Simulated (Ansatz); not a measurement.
# AlGaHF (triplet): wB97X-V, wB97M-V, B2PLYP, RPA-PBE over vertical spin and charge gaps and displaced geometries, cc-pVDZ

Aim: run AlGaHF (triplet) with these functionals over vertical spin and charge gaps and displaced geometries, and hold them against the top wave-function level at the same points.

Method: cc-pVDZ, all electrons in the functionals, frozen cores in the correlation of double hybrids and RPA; program: Ansatz 0.2.0, Gaussian basis.

Plan: wB97X-V, wB97M-V, B2PLYP, RPA-PBE, at charge 0, triplet; charge 0, singlet; charge 0, quintet; charge 1, doublet; charge 1, quartet; displaced geometry v1; displaced geometry v2 (not every functional at every point).

27 further runs of the same task are left out: 17 that didn't finish, 10 set aside as unsound or not needed.

**1. The system**

The geometry is a PBE0/def2-TZVP stationary point (not a proven minimum). No spin-orbit coupling is included. The filled d shell of Ga may be among the frozen orbitals whatever the setting's name suggests; the logs give the count.

4 atoms, charge 0, spin multiplicity 3.

Atoms are counted from 1 here; the program's logs count them from 0.

Bond lengths: Al1–Ga2 2.489 Å, Ga2–F3 1.768 Å, Ga2–H4 1.568 Å. Angles: Al1–Ga2–F3 112.3°, Al1–Ga2–H4 130.1°, F3–Ga2–H4 117.6°.

No dispersion term is added; wB97X-V, wB97M-V hold VV10 nonlocal correlation.

The geometry shown and the zero of energy belong to the point charge 0, triplet. The yardstick, UCCSDT(Q), and other wave-function levels (R restricted, U unrestricted, valence and pair active spaces) come from earlier runs.

**2. wB97X-V, charge 0, triplet**

Contents of in.yaml:

```yaml
crystal:
  periodic: [false, false, false]
  atoms:
    - {symbol: Al, position_ang: [0.000000, -0.281835, 2.028359]}
    - {symbol: Ga, position_ang: [0.000000, 0.366101, -0.374949]}
    - {symbol: F, position_ang: [0.000000, -1.038096, -1.449566]}
    - {symbol: H, position_ang: [0.000000, 1.786664, -1.038005]}
basis:
  gaussian: {orbitals: cc-pVDZ}
magnetization: {spin_polarized: true, initial_magnetization: 2}
hamiltonian: {xc: {name: wB97X-V}}
```

Command:

```bash
> ansatz run in.yaml --threads 1 --pin off --events-out ev --progress --plain --max-ram 2393MiB
```

Standard output:

```text
Functional definition: wB97X-V
  name "wB97X-V"
  cite "Mardirossian & Head-Gordon, Phys. Chem. Chem. Phys. 16, 9904 (2014) doi:10.1039/C3CP54374A"
  cite "Becke, J. Chem. Phys. 107, 8554 (1997) doi:10.1063/1.475007"
  cite "Vydrov & Van Voorhis, J. Chem. Phys. 133, 244103 (2010) doi:10.1063/1.3521275"
  parameter omega = 0.3/bohr
  parameter cx = 0.167
  parameter cx1 = 0.603
  parameter cx2 = 1.194
  parameter css0 = 0.556
  parameter css1 = -0.257
  parameter cos0 = 1.219
  parameter cos1 = -1.850
  parameter b = 6.0
  parameter c = 0.01
  exchange = spin_sum(e_x_unif_sr(omega)*poly(b97_u_x, 1 - cx, cx1, cx2)) + cx*exact_x_sr(omega) + exact_x_lr(omega)
  correlation = spin_sum(e_c_pw_same_spin*poly(b97_u_same, css0, css1))
      + integral(e_c_pw_opposite_spin*poly(b97_u_opposite, cos0, cos1)) + vv10(b, c)
681 factors; integrals over basis functions are off by at most 7.3e-4 eV
188 factors; integrals over basis functions are off by at most 1.4e-5 eV
mean field evaluation 1: about -61696.0269 eV, gradient 2.5e1 eV
mean field evaluation 2: about -61694.5415 eV, gradient 3.8e1 eV
mean field evaluation 4: about -61699.0542 eV, gradient 7.8e-1 eV
mean field evaluation 8: about -61699.1113 eV, gradient 2.7e-1 eV
mean field evaluation 16: about -61699.1188 eV, gradient 7.1e-3 eV
mean field evaluation 32: about -61698.8552 eV, gradient 1.6e0 eV
mean field -61699.11880632 eV, -2267.4007949675 hartree, gradient 1.1e-5 eV, S^2 2.007598; 1 other end points of the search recorded, 0 dependent functions left out
reference -61699.11880641 eV, -2267.4007949706 hartree; 28, 26 occupied and 36, 38 virtual orbitals, 681 factors
Total energy: -61699.11880641 eV, -2267.4007949706 hartree
```

Run time: 30 s. Hardware: 1 thread of Intel Xeon at 2.50GHz, shared host; peak memory 0.28 GiB.

From the report: ⟨S²⟩ of the determinant 2.008 (pure triplet: 2.00).

**3. wB97X-V, charge 0, singlet**

in.yaml, as its differences from that of step 2:

```diff
@@ -9,3 +9,3 @@
   gaussian: {orbitals: cc-pVDZ}
-magnetization: {spin_polarized: true, initial_magnetization: 2}
+magnetization: {spin_polarized: true, initial_magnetization: 0}
 hamiltonian: {xc: {name: wB97X-V}}
```

Launched as before.

Standard output (excerpt; [...] marks lines left out):

```text
Functional definition: wB97X-V
  name "wB97X-V"
  cite "Mardirossian & Head-Gordon, Phys. Chem. Chem. Phys. 16, 9904 (2014) doi:10.1039/C3CP54374A"
  cite "Becke, J. Chem. Phys. 107, 8554 (1997) doi:10.1063/1.475007"
  cite "Vydrov & Van Voorhis, J. Chem. Phys. 133, 244103 (2010) doi:10.1063/1.3521275"
[...]
      + integral(e_c_pw_opposite_spin*poly(b97_u_opposite, cos0, cos1)) + vv10(b, c)
681 factors; integrals over basis functions are off by at most 7.3e-4 eV
188 factors; integrals over basis functions are off by at most 1.4e-5 eV
[...]
mean field -61699.89152214 eV, -2267.4291917499 hartree, gradient 1.5e-6 eV, S^2 0.000000; 2 other end points of the search recorded, 0 dependent functions left out
reference -61699.89152031 eV, -2267.4291916828 hartree; 27, 27 occupied and 37, 37 virtual orbitals, 681 factors
Total energy: -61699.89152031 eV, -2267.4291916828 hartree
```

Run time: 41 s. Hardware: 1 thread of Intel Xeon at 2.50GHz, shared host; peak memory 0.28 GiB.

From the report: ⟨S²⟩ of the determinant 0.000 (pure singlet: 0.00).

From charge 0, triplet: -17.8 kcal/mol.

**4. wB97X-V, charge 1, doublet**

in.yaml, as its differences from that of step 3:

```diff
@@ -9,3 +9,4 @@
   gaussian: {orbitals: cc-pVDZ}
-magnetization: {spin_polarized: true, initial_magnetization: 0}
+total_charge: 1
+magnetization: {spin_polarized: true, initial_magnetization: 1}
 hamiltonian: {xc: {name: wB97X-V}}
```

The command is unchanged.

Standard output (excerpt; [...] marks lines left out):

```text
Functional definition: wB97X-V
  name "wB97X-V"
  cite "Mardirossian & Head-Gordon, Phys. Chem. Chem. Phys. 16, 9904 (2014) doi:10.1039/C3CP54374A"
  cite "Becke, J. Chem. Phys. 107, 8554 (1997) doi:10.1063/1.475007"
  cite "Vydrov & Van Voorhis, J. Chem. Phys. 133, 244103 (2010) doi:10.1063/1.3521275"
[...]
      + integral(e_c_pw_opposite_spin*poly(b97_u_opposite, cos0, cos1)) + vv10(b, c)
679 factors; integrals over basis functions are off by at most 7.5e-4 eV
188 factors; integrals over basis functions are off by at most 1.4e-5 eV
[...]
mean field -61692.44060771 eV, -2267.1553756951 hartree, gradient 6.8e-5 eV, S^2 0.761555; 0 other end points of the search recorded, 0 dependent functions left out
reference -61692.44060680 eV, -2267.1553756616 hartree; 27, 26 occupied and 37, 38 virtual orbitals, 679 factors
Total energy: -61692.44060680 eV, -2267.1553756616 hartree
```

Wall time 22 s (1 thread of Intel Xeon at 2.50GHz, shared host); peak memory 0.27 GiB.

From the report: ⟨S²⟩ of the determinant 0.762 (pure doublet: 0.75).

From charge 0, triplet: +154.0 kcal/mol.

**5. wB97M-V, charge 0, triplet**

in.yaml, as its differences from that of step 4:

```diff
@@ -9,4 +9,4 @@
   gaussian: {orbitals: cc-pVDZ}
-total_charge: 1
-magnetization: {spin_polarized: true, initial_magnetization: 1}
-hamiltonian: {xc: {name: wB97X-V}}
+magnetization: {spin_polarized: true, initial_magnetization: 2}
+hamiltonian: {xc: {name: wB97M-V}}
+output: {forces: true, orbitals: {seedname: orbitals}}
```

The command is unchanged.

Standard output (excerpt; [...] marks lines left out):

```text
Functional definition: wB97M-V
  name "wB97M-V"
  cite "Mardirossian & Head-Gordon, J. Chem. Phys. 144, 214110 (2016) doi:10.1063/1.4952647"
  cite "Becke, J. Chem. Phys. 107, 8554 (1997) doi:10.1063/1.475007"
  cite "Vydrov & Van Voorhis, J. Chem. Phys. 133, 244103 (2010) doi:10.1063/1.3521275"
  # Of w^i u^j: cxij and so on, Table III.
[...]
  gx(w, u) = 1 - cx + cx01*u + cx10*w
  gss(w, u) = css00 + css04*u^4 + css10*w + css20*w^2 + css43*w^4*u^3
  gos(w, u) = cos00 + cos10*w + (cos20 + cos21*u)*w^2 + (cos60 + cos61*u)*w^6
[...]
      + integral(e_c_pw_mod_opposite_spin*gos(b97_w_opposite, b97_u_opposite)) + vv10(b, c)
681 factors; integrals over basis functions are off by at most 7.3e-4 eV
188 factors; integrals over basis functions are off by at most 1.4e-5 eV
[...]
mean field -61702.22432336 eV, -2267.5149206137 hartree, gradient 2.6e-5 eV, S^2 2.005677; 1 other end points of the search recorded, 0 dependent functions left out
[...]
reference -61702.22436485 eV, -2267.5149221384 hartree; 28, 26 occupied and 36, 38 virtual orbitals, 681 factors
Total energy: -61702.22436485 eV, -2267.5149221384 hartree
Atom 0 at     0.000000    -0.281835     2.028359 Å, force     0.000000     0.009274     0.005647 eV/Å
Atom 1 at     0.000000     0.366101    -0.374949 Å, force    -0.000000     0.278634     0.189053 eV/Å
Atom 2 at     0.000000    -1.038096    -1.449566 Å, force    -0.000000    -0.257972    -0.212269 eV/Å
Atom 3 at     0.000000     1.786664    -1.038005 Å, force     0.000000    -0.029937     0.017568 eV/Å
Dipole moment:     0.000000     0.242055     0.582857 e Å
```

Wall time 38 s (1 thread of Intel Xeon at 2.50GHz, shared host); peak memory 0.31 GiB.

From the report: ⟨S²⟩ of the determinant 2.006 (pure triplet: 2.00).

**6. wB97M-V, charge 0, singlet**

in.yaml, as its differences from that of step 5:

```diff
@@ -9,4 +9,4 @@
   gaussian: {orbitals: cc-pVDZ}
-magnetization: {spin_polarized: true, initial_magnetization: 2}
+magnetization: {spin_polarized: true, initial_magnetization: 0}
 hamiltonian: {xc: {name: wB97M-V}}
-output: {forces: true, orbitals: {seedname: orbitals}}
+output: {orbitals: {seedname: orbitals}}
```

Same command.

Standard output (excerpt; [...] marks lines left out):

```text
Functional definition: wB97M-V
  name "wB97M-V"
  cite "Mardirossian & Head-Gordon, J. Chem. Phys. 144, 214110 (2016) doi:10.1063/1.4952647"
  cite "Becke, J. Chem. Phys. 107, 8554 (1997) doi:10.1063/1.475007"
  cite "Vydrov & Van Voorhis, J. Chem. Phys. 133, 244103 (2010) doi:10.1063/1.3521275"
  # Of w^i u^j: cxij and so on, Table III.
[...]
  gx(w, u) = 1 - cx + cx01*u + cx10*w
  gss(w, u) = css00 + css04*u^4 + css10*w + css20*w^2 + css43*w^4*u^3
  gos(w, u) = cos00 + cos10*w + (cos20 + cos21*u)*w^2 + (cos60 + cos61*u)*w^6
[...]
      + integral(e_c_pw_mod_opposite_spin*gos(b97_w_opposite, b97_u_opposite)) + vv10(b, c)
681 factors; integrals over basis functions are off by at most 7.3e-4 eV
188 factors; integrals over basis functions are off by at most 1.4e-5 eV
[...]
mean field -61703.07966180 eV, -2267.5463537217 hartree, gradient 3.1e-5 eV, S^2 0.000000; 2 other end points of the search recorded, 0 dependent functions left out
reference -61703.07970637 eV, -2267.5463553595 hartree; 27, 27 occupied and 37, 37 virtual orbitals, 681 factors
Total energy: -61703.07970637 eV, -2267.5463553595 hartree
```

Run time: 30 s. Hardware: 1 thread of Intel Xeon at 2.50GHz, shared host; peak memory 0.31 GiB.

From the report: ⟨S²⟩ of the determinant 0.000 (pure singlet: 0.00).

From charge 0, triplet: -19.7 kcal/mol.

**7. wB97M-V, charge 0, quintet**

in.yaml, as its differences from that of step 6:

```diff
@@ -9,4 +9,4 @@
   gaussian: {orbitals: cc-pVDZ}
-magnetization: {spin_polarized: true, initial_magnetization: 0}
+magnetization: {spin_polarized: true, initial_magnetization: 4}
 hamiltonian: {xc: {name: wB97M-V}}
-output: {orbitals: {seedname: orbitals}}
+output: {forces: true, orbitals: {seedname: orbitals}}
```

The command is unchanged.

Standard output (excerpt; [...] marks lines left out):

```text
Functional definition: wB97M-V
  name "wB97M-V"
  cite "Mardirossian & Head-Gordon, J. Chem. Phys. 144, 214110 (2016) doi:10.1063/1.4952647"
  cite "Becke, J. Chem. Phys. 107, 8554 (1997) doi:10.1063/1.475007"
  cite "Vydrov & Van Voorhis, J. Chem. Phys. 133, 244103 (2010) doi:10.1063/1.3521275"
  # Of w^i u^j: cxij and so on, Table III.
[...]
  gx(w, u) = 1 - cx + cx01*u + cx10*w
  gss(w, u) = css00 + css04*u^4 + css10*w + css20*w^2 + css43*w^4*u^3
  gos(w, u) = cos00 + cos10*w + (cos20 + cos21*u)*w^2 + (cos60 + cos61*u)*w^6
[...]
      + integral(e_c_pw_mod_opposite_spin*gos(b97_w_opposite, b97_u_opposite)) + vv10(b, c)
681 factors; integrals over basis functions are off by at most 7.3e-4 eV
188 factors; integrals over basis functions are off by at most 1.4e-5 eV
[...]
mean field -61697.99067559 eV, -2267.3593369277 hartree, gradient 3.2e-5 eV, S^2 6.004183; 0 other end points of the search recorded, 0 dependent functions left out
[...]
reference -61697.99071869 eV, -2267.3593385117 hartree; 29, 25 occupied and 35, 39 virtual orbitals, 681 factors
Total energy: -61697.99071869 eV, -2267.3593385117 hartree
Atom 0 at     0.000000    -0.281835     2.028359 Å, force    -0.000000     0.062248     0.356264 eV/Å
Atom 1 at     0.000000     0.366101    -0.374949 Å, force     0.000000    -0.236780    -0.158344 eV/Å
Atom 2 at     0.000000    -1.038096    -1.449566 Å, force    -0.000000    -0.099947    -0.207806 eV/Å
Atom 3 at     0.000000     1.786664    -1.038005 Å, force    -0.000000     0.274479     0.009885 eV/Å
Dipole moment:     0.000000     0.378235     0.177436 e Å
```

Run time: 30 s. Hardware: 1 thread of Intel Xeon at 2.50GHz, shared host; peak memory 0.31 GiB.

From the report: ⟨S²⟩ of the determinant 6.004 (pure quintet: 6.00).

From charge 0, triplet: +97.6 kcal/mol.

**8. wB97M-V, charge 1, doublet**

in.yaml, as its differences from that of step 7:

```diff
@@ -9,4 +9,5 @@
   gaussian: {orbitals: cc-pVDZ}
-magnetization: {spin_polarized: true, initial_magnetization: 4}
+total_charge: 1
+magnetization: {spin_polarized: true, initial_magnetization: 1}
 hamiltonian: {xc: {name: wB97M-V}}
-output: {forces: true, orbitals: {seedname: orbitals}}
+output: {orbitals: {seedname: orbitals}}
```

The command is unchanged.

Standard output (excerpt; [...] marks lines left out):

```text
Functional definition: wB97M-V
  name "wB97M-V"
  cite "Mardirossian & Head-Gordon, J. Chem. Phys. 144, 214110 (2016) doi:10.1063/1.4952647"
  cite "Becke, J. Chem. Phys. 107, 8554 (1997) doi:10.1063/1.475007"
  cite "Vydrov & Van Voorhis, J. Chem. Phys. 133, 244103 (2010) doi:10.1063/1.3521275"
  # Of w^i u^j: cxij and so on, Table III.
[...]
  gx(w, u) = 1 - cx + cx01*u + cx10*w
  gss(w, u) = css00 + css04*u^4 + css10*w + css20*w^2 + css43*w^4*u^3
  gos(w, u) = cos00 + cos10*w + (cos20 + cos21*u)*w^2 + (cos60 + cos61*u)*w^6
[...]
      + integral(e_c_pw_mod_opposite_spin*gos(b97_w_opposite, b97_u_opposite)) + vv10(b, c)
679 factors; integrals over basis functions are off by at most 7.5e-4 eV
188 factors; integrals over basis functions are off by at most 1.4e-5 eV
[...]
mean field -61695.64784725 eV, -2267.2732395744 hartree, gradient 3.6e-5 eV, S^2 0.757866; 0 other end points of the search recorded, 0 dependent functions left out
reference -61695.64789365 eV, -2267.2732412796 hartree; 27, 26 occupied and 37, 38 virtual orbitals, 679 factors
Total energy: -61695.64789365 eV, -2267.2732412796 hartree
```

It took 25 s on 1 thread of Intel Xeon at 2.50GHz, shared host; peak memory 0.31 GiB.

From the report: ⟨S²⟩ of the determinant 0.758 (pure doublet: 0.75).

From charge 0, triplet: +151.7 kcal/mol.

**9. wB97M-V, charge 1, quartet**

in.yaml, as its differences from that of step 8:

```diff
@@ -10,3 +10,3 @@
 total_charge: 1
-magnetization: {spin_polarized: true, initial_magnetization: 1}
+magnetization: {spin_polarized: true, initial_magnetization: 3}
 hamiltonian: {xc: {name: wB97M-V}}
```

The command is unchanged.

Standard output (excerpt; [...] marks lines left out):

```text
Functional definition: wB97M-V
  name "wB97M-V"
  cite "Mardirossian & Head-Gordon, J. Chem. Phys. 144, 214110 (2016) doi:10.1063/1.4952647"
  cite "Becke, J. Chem. Phys. 107, 8554 (1997) doi:10.1063/1.475007"
  cite "Vydrov & Van Voorhis, J. Chem. Phys. 133, 244103 (2010) doi:10.1063/1.3521275"
  # Of w^i u^j: cxij and so on, Table III.
[...]
  gx(w, u) = 1 - cx + cx01*u + cx10*w
  gss(w, u) = css00 + css04*u^4 + css10*w + css20*w^2 + css43*w^4*u^3
  gos(w, u) = cos00 + cos10*w + (cos20 + cos21*u)*w^2 + (cos60 + cos61*u)*w^6
[...]
      + integral(e_c_pw_mod_opposite_spin*gos(b97_w_opposite, b97_u_opposite)) + vv10(b, c)
679 factors; integrals over basis functions are off by at most 7.5e-4 eV
188 factors; integrals over basis functions are off by at most 1.4e-5 eV
[...]
mean field -61691.34454876 eV, -2267.1150962718 hartree, gradient 2.3e-5 eV, S^2 3.757287; 3 other end points of the search recorded, 0 dependent functions left out
reference -61691.34459204 eV, -2267.1150978624 hartree; 28, 25 occupied and 36, 39 virtual orbitals, 679 factors
Total energy: -61691.34459204 eV, -2267.1150978624 hartree
```

Run time: 35 s. Hardware: 1 thread of Intel Xeon at 2.50GHz, shared host; peak memory 0.3 GiB.

From the report: ⟨S²⟩ of the determinant 3.757 (pure quartet: 3.75).

From charge 0, triplet: +250.9 kcal/mol.

**10. wB97M-V, displaced geometry v1**

Contents of in.yaml:

```yaml
crystal:
  periodic: [false, false, false]
  atoms:
    - {symbol: Al, position_ang: [-0.006694, -0.279049, 2.043981]}
    - {symbol: Ga, position_ang: [-0.007527, 0.352745, -0.370480]}
    - {symbol: F, position_ang: [0.040437, -0.992142, -1.487710]}
    - {symbol: H, position_ang: [-0.062340, 1.769804, -1.046347]}
basis:
  gaussian: {orbitals: cc-pVDZ}
magnetization: {spin_polarized: true, initial_magnetization: 2}
hamiltonian: {xc: {name: wB97M-V}}
output: {orbitals: {seedname: orbitals}}
```

Same command.

Standard output (excerpt; [...] marks lines left out):

```text
Functional definition: wB97M-V
  name "wB97M-V"
  cite "Mardirossian & Head-Gordon, J. Chem. Phys. 144, 214110 (2016) doi:10.1063/1.4952647"
  cite "Becke, J. Chem. Phys. 107, 8554 (1997) doi:10.1063/1.475007"
  cite "Vydrov & Van Voorhis, J. Chem. Phys. 133, 244103 (2010) doi:10.1063/1.3521275"
  # Of w^i u^j: cxij and so on, Table III.
[...]
  gx(w, u) = 1 - cx + cx01*u + cx10*w
  gss(w, u) = css00 + css04*u^4 + css10*w + css20*w^2 + css43*w^4*u^3
  gos(w, u) = cos00 + cos10*w + (cos20 + cos21*u)*w^2 + (cos60 + cos61*u)*w^6
[...]
      + integral(e_c_pw_mod_opposite_spin*gos(b97_w_opposite, b97_u_opposite)) + vv10(b, c)
681 factors; integrals over basis functions are off by at most 7.4e-4 eV
190 factors; integrals over basis functions are off by at most 1.4e-5 eV
[...]
mean field -61702.21028087 eV, -2267.5144045615 hartree, gradient 2.7e-5 eV, S^2 2.005759; 2 other end points of the search recorded, 0 dependent functions left out
reference -61702.21032240 eV, -2267.5144060879 hartree; 28, 26 occupied and 36, 38 virtual orbitals, 681 factors
Total energy: -61702.21032240 eV, -2267.5144060879 hartree
```

It took 39 s on 1 thread of Intel Xeon at 2.50GHz, shared host; peak memory 0.31 GiB.

From the report: ⟨S²⟩ of the determinant 2.006 (pure triplet: 2.00).

From charge 0, triplet: +0.3 kcal/mol.

**11. wB97M-V, displaced geometry v2**

Contents of in.yaml:

```yaml
crystal:
  periodic: [false, false, false]
  atoms:
    - {symbol: Al, position_ang: [0.112906, -0.282238, 2.020691]}
    - {symbol: Ga, position_ang: [-0.051968, 0.374072, -0.371024]}
    - {symbol: F, position_ang: [0.024652, -1.062549, -1.453821]}
    - {symbol: H, position_ang: [0.107761, 1.706942, -1.024046]}
basis:
  gaussian: {orbitals: cc-pVDZ}
magnetization: {spin_polarized: true, initial_magnetization: 2}
hamiltonian: {xc: {name: wB97M-V}}
output: {orbitals: {seedname: orbitals}}
```

The command is unchanged.

Standard output (excerpt; [...] marks lines left out):

```text
Functional definition: wB97M-V
  name "wB97M-V"
  cite "Mardirossian & Head-Gordon, J. Chem. Phys. 144, 214110 (2016) doi:10.1063/1.4952647"
  cite "Becke, J. Chem. Phys. 107, 8554 (1997) doi:10.1063/1.475007"
  cite "Vydrov & Van Voorhis, J. Chem. Phys. 133, 244103 (2010) doi:10.1063/1.3521275"
  # Of w^i u^j: cxij and so on, Table III.
[...]
  gx(w, u) = 1 - cx + cx01*u + cx10*w
  gss(w, u) = css00 + css04*u^4 + css10*w + css20*w^2 + css43*w^4*u^3
  gos(w, u) = cos00 + cos10*w + (cos20 + cos21*u)*w^2 + (cos60 + cos61*u)*w^6
[...]
      + integral(e_c_pw_mod_opposite_spin*gos(b97_w_opposite, b97_u_opposite)) + vv10(b, c)
681 factors; integrals over basis functions are off by at most 6.4e-4 eV
190 factors; integrals over basis functions are off by at most 1.5e-5 eV
[...]
mean field -61702.16068151 eV, -2267.5125818188 hartree, gradient 1.6e-5 eV, S^2 2.005376; 2 other end points of the search recorded, 0 dependent functions left out
reference -61702.16072297 eV, -2267.5125833424 hartree; 28, 26 occupied and 36, 38 virtual orbitals, 681 factors
Total energy: -61702.16072297 eV, -2267.5125833424 hartree
```

It took 44 s on 1 thread of Intel Xeon at 2.50GHz, shared host; peak memory 0.3 GiB.

From the report: ⟨S²⟩ of the determinant 2.005 (pure triplet: 2.00).

From charge 0, triplet: +1.5 kcal/mol.

**12. B2PLYP, charge 0, triplet**

Contents of in.yaml:

```yaml
crystal:
  periodic: [false, false, false]
  atoms:
    - {symbol: Al, position_ang: [0.000000, -0.281835, 2.028359]}
    - {symbol: Ga, position_ang: [0.000000, 0.366101, -0.374949]}
    - {symbol: F, position_ang: [0.000000, -1.038096, -1.449566]}
    - {symbol: H, position_ang: [0.000000, 1.786664, -1.038005]}
basis:
  gaussian: {orbitals: cc-pVDZ}
magnetization: {spin_polarized: true, initial_magnetization: 2}
hamiltonian: {xc: {name: B2PLYP}}
correlation: {electrons: outside_noble_gas}
```

The command is unchanged.

Standard output (excerpt; [...] marks lines left out):

```text
Functional definition: B2PLYP
  name "B2PLYP"
  cite "Grimme, J. Chem. Phys. 124, 034108 (2006) doi:10.1063/1.2148954"
  cite "Becke, Phys. Rev. A 38, 3098 (1988) doi:10.1103/PhysRevA.38.3098"
  cite "Lee, Yang & Parr, Phys. Rev. B 37, 785 (1988) doi:10.1103/PhysRevB.37.785"
[...]
681 factors; integrals over basis functions are off by at most 7.3e-4 eV
[...]
mean field -61687.16208976 eV, -2266.9613937385 hartree, gradient 4.7e-6 eV, S^2 2.009433; 2 other end points of the search recorded, 0 dependent functions left out
20 core orbitals not correlated, not the lowest: weight in the atoms' cores, before any rotation towards them, 0.958 or more for the frozen orbitals, at most 0.041 for the correlated occupied ones
reference -61687.16222809 eV, -2266.9613988220 hartree; 8, 6 occupied and 36, 38 virtual orbitals, 681 factors
second order -9.50672606 eV of doubles, -0.00000000 eV of singles
Total energy: -61689.72904413 eV, -2267.0557275714 hartree
```

It took 12 s on 1 thread of Intel Xeon at 2.50GHz, shared host.

From the report: ⟨S²⟩ of the determinant 2.009 (pure triplet: 2.00).

[end of part 1 of 2]
